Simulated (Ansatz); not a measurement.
# Br₂GaH₂N: a ladder of functionals and wavefunction methods

The task here is to estimate one member of a computed series from the others.

Program: Ansatz 0.2.0, Gaussian basis. Level of theory: functionals in def2-TZVPP, the program's frozen cores in correlated methods. These are calculated values, not measurements.

The runs, in order: LDA (SPW92), PBE-D4, revPBE-D4, BLYP-D4, r2SCAN-D4, B97M-V, PBE0-D4, B3LYP-D4, r2SCANh-D4, r2SCAN0-D4, HSE06-D4, BHLYP-D4, CAM-B3LYP-D4, LC-ωPBE, ωB97X-V, ωB97M-V, B2PLYP, PBE-QIDH; CCSD(T)/def2-SVP; CCSD(T)/def2-TZVPP; MP2/def2-QZVPP; extrapolation to the limit; RPA on PBE.

## The relaxed structure

An earlier PBE0-D4 in a triple-zeta def2 set relaxation fixed the geometry.

6 atoms, charge 0, spin multiplicity 1.

Atoms are counted from 1 here; the program's logs count them from 0.

Bond lengths: N1–Ga2 1.793 Å, N1–H5 1.005 Å, N1–H6 1.005 Å, Ga2–Br3 2.270 Å, Ga2–Br4 2.270 Å. Angles: Ga2–N1–H5 123.1°, Ga2–N1–H6 123.1°, H5–N1–H6 113.7°, N1–Ga2–Br3 120.1°, N1–Ga2–Br4 120.1°, Br3–Ga2–Br4 119.7°.

Set-up of the first run:

Contents of in.yaml:

```yaml
crystal:
  periodic: [false, false, false]
  atoms:
    - {symbol: N, position_ang: [-0.287744, 1.034110, -0.141048]}
    - {symbol: Ga, position_ang: [0.204575, -0.677047, 0.070096]}
    - {symbol: Br, position_ang: [-0.623899, -2.279886, -1.307821]}
    - {symbol: Br, position_ang: [1.673090, -1.247335, 1.704825]}
    - {symbol: H, position_ang: [0.029982, 1.774303, 0.459843]}
    - {symbol: H, position_ang: [-0.953904, 1.331756, -0.832095]}
basis:
  gaussian: {orbitals: def2-TZVPP}
hamiltonian: {xc: lda}
output: {orbitals: {seedname: orbitals}}
```

Command:

```console
ansatz run in.yaml --threads 4 --pin off --events-out ev --progress --plain --max-ram 10444MiB
```

Among the steps run: LDA; PBE-D4 (GGA); revPBE-D4 (GGA); BLYP-D4 (GGA); r2SCAN-D4 (meta-GGA); B97M-V (meta-GGA); PBE0-D4 (hybrid); B3LYP-D4 (hybrid); r2SCANh-D4 (hybrid); r2SCAN0-D4 (hybrid); HSE06-D4 (hybrid); BHLYP-D4 (hybrid); CAM-B3LYP-D4 (range-separated); LC-ωPBE (range-separated); ωB97X-V (range-separated); ωB97M-V (range-separated); B2PLYP (double hybrid); PBE-QIDH (double hybrid).

One of the session's tables, all rows but one given; the rest of the session is left out.

It belongs to the step «Frontier levels by functional». 

```
  functional  HOMO (eV)  gap (eV)
 LDA (SPW92)      -6.80      4.33
      PBE-D4      -6.59      4.41
   revPBE-D4      -6.51      4.46
     BLYP-D4          ?         ?
   r2SCAN-D4      -6.91      5.01
      B97M-V      -6.92      5.01
     PBE0-D4      -7.98      6.71
    B3LYP-D4      -7.72      6.13
  r2SCANh-D4      -7.42      5.85
  r2SCAN0-D4      -8.20      7.10
    HSE06-D4      -7.57      5.94
    BHLYP-D4      -9.26      8.88
CAM-B3LYP-D4      -9.40      9.08
     LC-ωPBE     -10.85     11.82
     ωB97X-V     -10.44     11.25
     ωB97M-V     -10.33     10.93
```

Estimate the missing values for BLYP-D4.

Worked estimate for «HOMO (eV)». Against the share of exact exchange, B3LYP-D4 (0.2, -7.72), BHLYP-D4 (0.5, -9.26) give a slope of -5.13 per unit share; at 0 the line stands at -6.69.

As computed: HOMO (eV): -6.45; gap (eV): 4.31. In «HOMO (eV)» the line misses by -0.24.
